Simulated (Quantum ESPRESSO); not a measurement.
# Si3S (Im-3m) in Quantum ESPRESSO: further runs, part 2 of 3

Quantum ESPRESSO 7.5. Earlier steps stand in the parts before.

## Step 3: Phonons, PBE

File pw.in:

```
&CONTROL
  calculation = 'scf'
  prefix = 'pwscf'
  outdir = './tmp'
  pseudo_dir = './pseudo'
  tprnfor = .true.
  tstress = .true.
  disk_io = 'low'
/
&SYSTEM
  ibrav = 0
  nat = 4
  ntyp = 2
  ecutwfc = 52
  nbnd = 15
  occupations = 'smearing'
  smearing = 'fd'
  degauss = 0.00367493
/
&ELECTRONS
  conv_thr = 8d-10
  electron_maxstep = 120
  mixing_beta = 0.5
/
ATOMIC_SPECIES
Si    28.0850 Si.upf
S     32.0600 S.upf
CELL_PARAMETERS angstrom
  -2.5254800000    2.5254800000    2.5254800000
   2.5254800000   -2.5254800000    2.5254800000
   2.5254800000    2.5254800000   -2.5254800000
ATOMIC_POSITIONS crystal
Si     0.0000000000    0.5000000000    0.5000000000
Si     0.5000000000    0.0000000000    0.5000000000
Si     0.5000000000    0.5000000000    0.0000000000
S      0.0000000000    0.0000000000    0.0000000000
K_POINTS automatic
6 6 6 1 1 1
```

File relax.in:

```
&CONTROL
  calculation = 'vc-relax'
  prefix = 'pwscf'
  outdir = './tmp'
  pseudo_dir = './pseudo'
  tprnfor = .true.
  tstress = .true.
  disk_io = 'low'
  nstep = 40
  forc_conv_thr = 0.0001
  etot_conv_thr = 1d-06
/
&SYSTEM
  ibrav = 0
  nat = 4
  ntyp = 2
  ecutwfc = 52
  nbnd = 15
  occupations = 'smearing'
  smearing = 'fd'
  degauss = 0.00367493
/
&ELECTRONS
  conv_thr = 8d-10
  electron_maxstep = 120
  mixing_beta = 0.5
/
&IONS
  ion_dynamics = 'bfgs'
/
&CELL
  cell_dynamics = 'bfgs'
  press = 0
  press_conv_thr = 0.2
/
ATOMIC_SPECIES
Si    28.0850 Si.upf
S     32.0600 S.upf
CELL_PARAMETERS angstrom
  -2.5254800000    2.5254800000    2.5254800000
   2.5254800000   -2.5254800000    2.5254800000
   2.5254800000    2.5254800000   -2.5254800000
ATOMIC_POSITIONS crystal
Si     0.0000000000    0.5000000000    0.5000000000
Si     0.5000000000    0.0000000000    0.5000000000
Si     0.5000000000    0.5000000000    0.0000000000
S      0.0000000000    0.0000000000    0.0000000000
K_POINTS automatic
6 6 6 1 1 1
```

File scf2.in:

```
&CONTROL
  calculation = 'scf'
  prefix = 'pwscf'
  outdir = './tmp'
  pseudo_dir = './pseudo'
  tprnfor = .true.
  tstress = .true.
  disk_io = 'low'
/
&SYSTEM
  ibrav = 0
  nat = 4
  ntyp = 2
  ecutwfc = 52
  nbnd = 15
  occupations = 'smearing'
  smearing = 'fd'
  degauss = 0.00367493
/
&ELECTRONS
  conv_thr = 1d-13
  electron_maxstep = 120
  mixing_beta = 0.5
  startingpot = 'file'
  startingwfc = 'file'
/
ATOMIC_SPECIES
Si    28.0850 Si.upf
S     32.0600 S.upf
CELL_PARAMETERS angstrom
  -2.5193780904    2.5193780904    2.5193780904
   2.5193780904   -2.5193780904    2.5193780904
   2.5193780904    2.5193780904   -2.5193780904
ATOMIC_POSITIONS crystal
Si     0.0000000000    0.5000000000    0.5000000000
Si     0.5000000000    0.0000000000    0.5000000000
Si     0.5000000000    0.5000000000    0.0000000000
S      0.0000000000    0.0000000000    0.0000000000
K_POINTS automatic
6 6 6 1 1 1
```

File ph.in:

```
phonons of Si3S
&INPUTPH
  prefix = 'pwscf'
  outdir = './tmp'
  tr2_ph = 1d-18
  fildyn = 'dyn'
  niter_ph = 90
  alpha_mix(1) = 0.4
/
0.0000000000 0.8660254038 0.0000000000
```

Potentials or basis: PseudoDojo 0.4.1 SR PBE standard.

Started as:

```bash
$ OMP_NUM_THREADS=1 pw.x -in pw.in > pw.out
$ OMP_NUM_THREADS=1 pw.x -in relax.in > relax.out
$ OMP_NUM_THREADS=1 pw.x -in scf2.in > scf2.out
$ OMP_NUM_THREADS=1 ph.x -in ph.in > ph.out
```

pw.out:

```text
This program is part of the open-source Quantum ESPRESSO suite
     for quantum simulation of materials; please cite
         "P. Giannozzi et al., J. Phys.:Condens. Matter 21 395502 (2009);
         "P. Giannozzi et al., J. Phys.:Condens. Matter 29 465901 (2017);
         "P. Giannozzi et al., J. Chem. Phys. 152 154105 (2020);
     in publications or presentations arising from this work. More details at

     Message from routine setup:
     using ibrav=0 with symmetry is DISCOURAGED, use correct ibrav instead

     G-vector sticks info
     --------------------
     sticks:   dense  smooth     PW     G-vecs:    dense   smooth      PW
     Sum        1051    1051    311                21913    21913    3511

     Using Slab Decomposition

     bravais-lattice index     =            0
     lattice parameter (alat)  =       8.2662  a.u.
     unit-cell volume          =     434.7989 (a.u.)^3
     number of atoms/cell      =            4
     number of atomic types    =            2
     number of electrons       =        18.00
     number of Kohn-Sham states=           15
     kinetic-energy cutoff     =      52.0000  Ry
     charge density cutoff     =     208.0000  Ry
     scf convergence threshold =      8.0E-10
     mixing beta               =       0.5000
     number of iterations used =            8  plain     mixing
     Exchange-correlation= PBE
                           (   1   4   3   4   0   0   0)

     celldm(1)=   8.266153  celldm(2)=   0.000000  celldm(3)=   0.000000
     celldm(4)=   0.000000  celldm(5)=   0.000000  celldm(6)=   0.000000

     crystal axes: (cart. coord. in units of alat)
               a(1) = (  -0.577350   0.577350   0.577350 )
               a(2) = (   0.577350  -0.577350   0.577350 )
               a(3) = (   0.577350   0.577350  -0.577350 )

     reciprocal axes: (cart. coord. in units 2 pi/alat)
               b(1) = ( -0.000000  0.866025  0.866025 )
               b(2) = (  0.866025 -0.000000  0.866025 )
               b(3) = (  0.866025  0.866025  0.000000 )

     PseudoPot. # 1 for Si read from file:
     Si.upf
     Pseudo is Norm-conserving + core correction, Zval =  4.0
     Generated using ONCVPSP code by D. R. Hamann
     Using radial grid of 1510 points,  6 beta functions with:
                l(1) =   0
                l(2) =   0
                l(3) =   1
                l(4) =   1
                l(5) =   2
                l(6) =   2

     PseudoPot. # 2 for S  read from file:
[... 59 lines left out ...]
     ethr =  2.11E-04,  avg # of iterations =  5.8

     total energy              =     -47.43192347 Ry
     estimated scf accuracy    <       0.03763950 Ry
[... 12 lines left out ...]
     total energy              =     -47.43221356 Ry
     estimated scf accuracy    <       0.00010456 Ry

     iteration #  4     ecut=    52.00 Ry     beta= 0.50
     Davidson diagonalization with overlap
     c_bands:  1 eigenvalues not converged
     ethr =  5.81E-07,  avg # of iterations =  7.6

     total energy              =     -47.43226368 Ry
     estimated scf accuracy    <       0.00002176 Ry

     iteration #  5     ecut=    52.00 Ry     beta= 0.50
     Davidson diagonalization with overlap
     ethr =  1.21E-07,  avg # of iterations =  2.0
[... 18 lines left out ...]
     iteration #  8     ecut=    52.00 Ry     beta= 0.50
     Davidson diagonalization with overlap
     ethr =  5.63E-12,  avg # of iterations =  5.0

     End of self-consistent calculation

          k = 0.1443 0.1443 0.1443 (  2758 PWs)   bands (ev):

    -5.9817  -0.2651   2.8787   2.8787   4.7093   5.0850   5.0850   6.6697
     7.8171   7.8171  11.8910  12.2821  12.2821  12.8534  12.8534
[... 18 lines left out ...]
    -5.1352  -1.0912  -0.0240   1.2751   5.5108   6.1764   7.1460   7.9978
     8.9013  10.2299  10.8040  11.1997  11.4349  13.4340  14.8657

          k = 0.0000-0.1443 0.2887 (  2758 PWs)   bands (ev):

    -5.8002  -0.6056   2.3231   3.4659   3.5452   4.6989   5.7419   6.5030
     8.1758   9.7086  10.3728  11.9027  13.1143  13.1991  14.1869

          k =-0.0000-0.2887 0.4330 (  2740 PWs)   bands (ev):

    -5.2958  -1.4172   1.2467   3.0504   3.1351   5.4350   5.7686   7.2926
     8.7968  10.0908  11.4930  11.9754  13.9259  14.1882  15.4081

          k = 0.1443-0.1443 0.4330 (  2750 PWs)   bands (ev):

    -5.3707  -1.0667   0.8335   3.2835   3.7619   4.2849   6.7885   6.8730
     7.8467  10.2102  11.6939  12.8463  13.5146  14.0839  14.9903

          k =-0.7217-0.2887-0.2887 (  2751 PWs)   bands (ev):

    -5.1060  -1.1918   0.0302   3.1239   3.6403   5.1390   5.7856   6.9727
     8.6904  11.6039  12.0941  12.2236  13.4880  14.0694  15.8292

          k = 0.4330 0.4330 0.4330 (  2760 PWs)   bands (ev):
[... 11 lines left out ...]
    -5.1108  -0.9838   0.6347   2.3415   3.3335   4.8933   5.2631   6.7478
     8.0933  12.1857  12.8888  13.4238  14.0682  14.7778  15.3683

          k =-0.7217-0.1443-0.1443 (  2739 PWs)   bands (ev):

    -4.9773  -0.3329  -0.3329   2.5855   3.3850   3.3850   5.4069   8.0189
     8.0189  11.3598  14.3260  14.3260  14.3519  15.3575  15.3576

          k =-0.0000-0.0000 0.7217 (  2739 PWs)   bands (ev):

    -4.9204  -0.2489   0.6528   1.8585   1.8585   2.9296   7.2454   7.7692
     7.7692  11.0883  13.7621  14.7350  14.7350  14.9716  16.5657

     the Fermi energy is     9.3158 ev

!    total energy              =     -47.43226688 Ry
     estimated scf accuracy    <          1.5E-10 Ry
     smearing contrib. (-TS)   =      -0.00075407 Ry
     internal energy E=F+TS    =     -47.43151280 Ry

     The total energy is F=E-TS. E is the sum of the following terms:
     one-electron contribution =      14.68527205 Ry
     hartree contribution      =       2.63763859 Ry
     xc contribution           =     -15.66820927 Ry
     ewald contribution        =     -49.08621418 Ry

     convergence has been achieved in   8 iterations

     Forces acting on atoms (cartesian axes, Ry/au):

     atom    1 type  1   force =    -0.00000000   -0.00000000    0.00000000
     atom    2 type  1   force =     0.00000000   -0.00000000    0.00000000
     atom    3 type  1   force =    -0.00000000   -0.00000000    0.00000000
     atom    4 type  2   force =    -0.00000000    0.00000000   -0.00000000

     Total force =     0.000000     Total SCF correction =     0.000000

     Computing stress (Cartesian axis) and pressure

          total   stress  (Ry/bohr**3)                   (kbar)     P=       -7.18
  -0.00004878   0.00000000   0.00000000           -7.18        0.00        0.00
   0.00000000  -0.00004878   0.00000000            0.00       -7.18        0.00
   0.00000000   0.00000000  -0.00004878            0.00        0.00       -7.18

=------------------------------------------------------------------------------=
   JOB DONE.
=------------------------------------------------------------------------------=
```

relax.out:

```text
This program is part of the open-source Quantum ESPRESSO suite
     for quantum simulation of materials; please cite
         "P. Giannozzi et al., J. Phys.:Condens. Matter 21 395502 (2009);
         "P. Giannozzi et al., J. Phys.:Condens. Matter 29 465901 (2017);
         "P. Giannozzi et al., J. Chem. Phys. 152 154105 (2020);
[... 1082 lines left out ...]
  -0.00000000   0.00000008  -0.00000000           -0.00        0.01       -0.00
  -0.00000000  -0.00000000   0.00000008           -0.00       -0.00        0.01

=------------------------------------------------------------------------------=
   JOB DONE.
=------------------------------------------------------------------------------=
```

scf2.out:

```text
This program is part of the open-source Quantum ESPRESSO suite
     for quantum simulation of materials; please cite
         "P. Giannozzi et al., J. Phys.:Condens. Matter 21 395502 (2009);
         "P. Giannozzi et al., J. Phys.:Condens. Matter 29 465901 (2017);
         "P. Giannozzi et al., J. Chem. Phys. 152 154105 (2020);
[... 227 lines left out ...]
   0.00000000   0.00000008   0.00000000            0.00        0.01        0.00
   0.00000000   0.00000000   0.00000008            0.00        0.00        0.01

=------------------------------------------------------------------------------=
   JOB DONE.
=------------------------------------------------------------------------------=
```

It took 4.4 min on 1 thread of Arm Neoverse V2, shared host; peak memory 0.09 GiB.

What came out:

* Free energy: -645.3499 eV
* Relaxed volume: 15.99 Å³/atom
* Relaxed cell: a = 4.364 Å, b = 4.364 Å, c = 4.364 Å, α = 109.47°, β = 109.47°, γ = 109.47°
* Space group after relaxing (to 0.05 Å): Im-3m (No. 229)
* Pressure after relaxing: 0.0 GPa
* Band gap on the k mesh: none (metal or under the smearing width)
* Highest phonon frequency at the q point run: 360 cm⁻¹
* Most unstable mode: 153i cm⁻¹

Step by step:
```csv
step,energy change (eV),largest force (eV/Å),pressure (GPa),volume (Å³)
1,0.0000,0.0000,-0.72,64.43
2,-0.0008,0.0000,-0.36,64.20
3,-0.0010,0.0000,0.00,63.96
4,-0.0010,0.0000,0.00,63.96
```

Final structure:
```
Si S
1.0
    -2.51938    2.51938    2.51938
     2.51938   -2.51938    2.51938
     2.51938    2.51938   -2.51938
Si S
3 1
Direct
  0.00000 0.50000 0.50000
  0.50000 0.00000 0.50000
  0.50000 0.50000 0.00000
  0.00000 0.00000 0.00000
```

Levels at points of the mesh, in eV from the Fermi level:
| k point | band 5 | band 6 | band 7 | band 8 | band 9 | band 10 | band 11 | band 12 | band 13 | band 14 |
| --- | --- | --- | --- | --- | --- | --- | --- | --- | --- | --- |
| (0.08, 0.08, 0.08) | -4.63 | -4.25 | -4.25 | -2.67 | -1.50 | -1.50 | 2.55 | 2.95 | 2.95 | 3.54 |

Phonon frequencies in cm⁻¹ (negative: imaginary):
| q point | frequencies |
| --- | --- |
| (0.500, -0.500, 0.500) | -153 -153 -153 138 138 138 147 147 147 360 360 360 |

Phonon modes at q = (0.500, -0.500, 0.500) in reciprocal lattice units:
```tsv
mode	symmetry	cm⁻¹
1	T_1u	-153
2	T_1u	-153
3	T_1u	-153
4	T_2u	138
5	T_2u	138
6	T_2u	138
7	T_1u	147
8	T_1u	147
9	T_1u	147
10	T_1u	360
11	T_1u	360
12	T_1u	360
```

Caveat: the k mesh is coarse; the mesh is thin for the phonons of a metal; some modes are imaginary.

(Continued in part 3 of 3.)
